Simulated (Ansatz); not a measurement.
**Alloy of GaAs and GaSb (26 of 32 As sites exchanged), 64 atoms**

Wanted: the relaxed alloy cell and its gap (PBEsol, HSE06 and r²SCAN).

All numbers are computed with Ansatz 0.2.0 (PAW, plane waves).

## 1. The starting cell

64 atoms (32 Ga, 26 Sb, 6 As); a = 12.054 Å, b = 12.054 Å, c = 12.054 Å, α = 90.00°, β = 90.00°, γ = 90.00°. All atoms were shaken off their sites by about 0.02 Å along each axis.

Plan of the steps: (2) PBEsol cell relaxation at the single k point (¼, ¼, ¼), on 1 × NVIDIA GB300 Max-Q with 8 threads of Arm Neoverse-V2; (3) HSE06 single point at the Γ point alone, on 1 × NVIDIA GB300 Max-Q with 8 threads of Arm Neoverse-V2; (4) r²SCAN single point at the Γ point alone, on 1 × NVIDIA GB300 Max-Q with 8 threads of Arm Neoverse-V2.

## 2. Relaxing cell and atoms with PBEsol

Input file in.yaml:

```yaml
crystal:
  lattice:
    - [12.054497, 0.000000, 0.000000]
    - [0.000000, 12.054497, 0.000000]
    - [0.000000, 0.000000, 12.054497]
  atoms:
    - { symbol: Ga, position: [0.998208, 0.995859, 0.000323] }
    - { symbol: Ga, position: [0.002326, 0.998975, 0.500234] }
    - { symbol: Ga, position: [0.002060, 0.499148, 0.996973] }
    - { symbol: Ga, position: [0.004274, 0.500236, 0.501947] }
    - { symbol: Ga, position: [0.500143, 0.999679, 0.997481] }
    - { symbol: Ga, position: [0.499613, 0.000250, 0.501186] }
    - { symbol: Ga, position: [0.499052, 0.500354, 0.999667] }
    - { symbol: Ga, position: [0.502600, 0.500897, 0.497990] }
    - { symbol: Ga, position: [0.248683, 0.248514, 0.001617] }
    - { symbol: Ga, position: [0.248645, 0.247892, 0.498921] }
    - { symbol: Ga, position: [0.246975, 0.752977, 0.998149] }
    - { symbol: Ga, position: [0.248935, 0.749069, 0.499930] }
    - { symbol: Ga, position: [0.749653, 0.249269, 0.000916] }
    - { symbol: Ga, position: [0.751003, 0.250462, 0.497940] }
    - { symbol: Ga, position: [0.748575, 0.749251, 0.000492] }
    - { symbol: Ga, position: [0.749581, 0.751171, 0.501812] }
    - { symbol: Ga, position: [0.251668, 0.998827, 0.251283] }
    - { symbol: Ga, position: [0.249763, 0.001911, 0.749648] }
    - { symbol: Ga, position: [0.250997, 0.500481, 0.248229] }
    - { symbol: Ga, position: [0.248555, 0.501552, 0.749085] }
    - { symbol: Ga, position: [0.748930, 0.997891, 0.251539] }
    - { symbol: Ga, position: [0.747920, 0.001658, 0.751777] }
    - { symbol: Ga, position: [0.750983, 0.501827, 0.249686] }
    - { symbol: Ga, position: [0.751280, 0.499334, 0.751421] }
    - { symbol: Ga, position: [0.998842, 0.247757, 0.249543] }
    - { symbol: Ga, position: [0.001681, 0.252679, 0.750544] }
    - { symbol: Ga, position: [0.998606, 0.749837, 0.249965] }
    - { symbol: Ga, position: [0.998585, 0.747837, 0.749365] }
    - { symbol: Ga, position: [0.501730, 0.251101, 0.250396] }
    - { symbol: Ga, position: [0.502005, 0.252264, 0.750607] }
    - { symbol: Ga, position: [0.495725, 0.750647, 0.248938] }
    - { symbol: Ga, position: [0.501384, 0.750653, 0.749754] }
    - { symbol: Sb, position: [0.126753, 0.124819, 0.123414] }
    - { symbol: Sb, position: [0.124526, 0.124326, 0.626404] }
    - { symbol: Sb, position: [0.122782, 0.624894, 0.126379] }
    - { symbol: Sb, position: [0.125374, 0.627920, 0.625201] }
    - { symbol: Sb, position: [0.624576, 0.126391, 0.124669] }
    - { symbol: Sb, position: [0.624342, 0.127959, 0.625454] }
    - { symbol: Sb, position: [0.624475, 0.621487, 0.124960] }
    - { symbol: Sb, position: [0.625890, 0.625151, 0.626361] }
    - { symbol: Sb, position: [0.375401, 0.373206, 0.127734] }
    - { symbol: Sb, position: [0.374915, 0.374245, 0.625635] }
    - { symbol: Sb, position: [0.374922, 0.876452, 0.624978] }
    - { symbol: Sb, position: [0.873488, 0.374303, 0.123562] }
    - { symbol: Sb, position: [0.874608, 0.374584, 0.626966] }
    - { symbol: Sb, position: [0.872247, 0.874143, 0.126056] }
    - { symbol: Sb, position: [0.871744, 0.875059, 0.626405] }
    - { symbol: Sb, position: [0.373515, 0.622697, 0.875007] }
    - { symbol: Sb, position: [0.874934, 0.125681, 0.371758] }
    - { symbol: Sb, position: [0.873721, 0.122687, 0.876833] }
    - { symbol: Sb, position: [0.874324, 0.626643, 0.370828] }
    - { symbol: Sb, position: [0.876380, 0.625401, 0.875625] }
    - { symbol: Sb, position: [0.124545, 0.373206, 0.872757] }
    - { symbol: Sb, position: [0.123931, 0.876296, 0.374889] }
    - { symbol: Sb, position: [0.624391, 0.375799, 0.376545] }
    - { symbol: Sb, position: [0.623186, 0.371973, 0.873332] }
    - { symbol: Sb, position: [0.622993, 0.877337, 0.377418] }
    - { symbol: Sb, position: [0.626453, 0.876673, 0.873489] }
    - { symbol: As, position: [0.372510, 0.872724, 0.125732] }
    - { symbol: As, position: [0.372981, 0.122483, 0.373227] }
    - { symbol: As, position: [0.372885, 0.128798, 0.873748] }
    - { symbol: As, position: [0.373893, 0.624432, 0.373118] }
    - { symbol: As, position: [0.123410, 0.375481, 0.372071] }
    - { symbol: As, position: [0.124057, 0.875384, 0.877544] }
  symmetry: { detect: false }
kpoints:
  mp_grid: { grid: [1, 1, 1], shift: [0.25, 0.25, 0.25] }
hamiltonian:
  xc: pbesol
scf:
  occupations: { method: fermi_dirac, width: 0.01 }
relax:
  f_tol: 0.03
  max_steps: 80
  escape_saddle: false
  adjacent_minimum: "off"
  cell: { fix: [shape] }
output:
  forces: true
  eigenvalues: true
  populations: true
```

Launch:

```console
ansatz run in.yaml --threads 8 --pin off --max-ram 118750MiB --runs-dir r --events-out ev --progress --plain --backend cuda --devices 0,
```

After this run come: HSE06 single point; r²SCAN single point.

Before running it: what results should come out? Wanted: for each run, top filled to lowest empty.

The runs gave:

| level | time | k points | top filled to lowest empty (eV) |
| --- | --- | --- | --- |
| PBEsol, relaxation | 13 s (GPU) | (¼, ¼, ¼) | 0.69 |
| HSE06 | 72 s (GPU) | Γ | 0.67 |
| r²SCAN | 7.3 s (GPU) | Γ | 0.26 |

| quantity | value |
| --- | --- |
| relaxation | 5 recorded steps, 1.57 eV gained |
| largest shift | 0.19 Å (Ga30) |
| relaxed cell | a = 12.053 Å, b = 12.053 Å, c = 12.053 Å, α = 90.00°, β = 90.00°, γ = 90.00° |
| mean bonds | As–Ga 2.502, Ga–Sb 2.636 Å |

**What this shows.** Relaxation gains 1.57 eV, with shifts up to 0.19 Å (Ga30), while the volume changes by -0.0 %. The mean lengths of the listed bonds run from As–Ga 2.50 Å to Ga–Sb 2.64 Å. At the same k points, r²SCAN gives a spacing 0.41 eV smaller than the 0.67 eV of HSE06. The relaxation ran on other k points, so part of any difference from the later rows can come from the mesh. The price of HSE06 is about 9.9 times the time of r²SCAN here. Spin–orbit coupling is left out, which matters for the band edges of the heavier elements here. With one k point the spacing samples only the states that fold onto it, so it can exceed the gap over the zone.
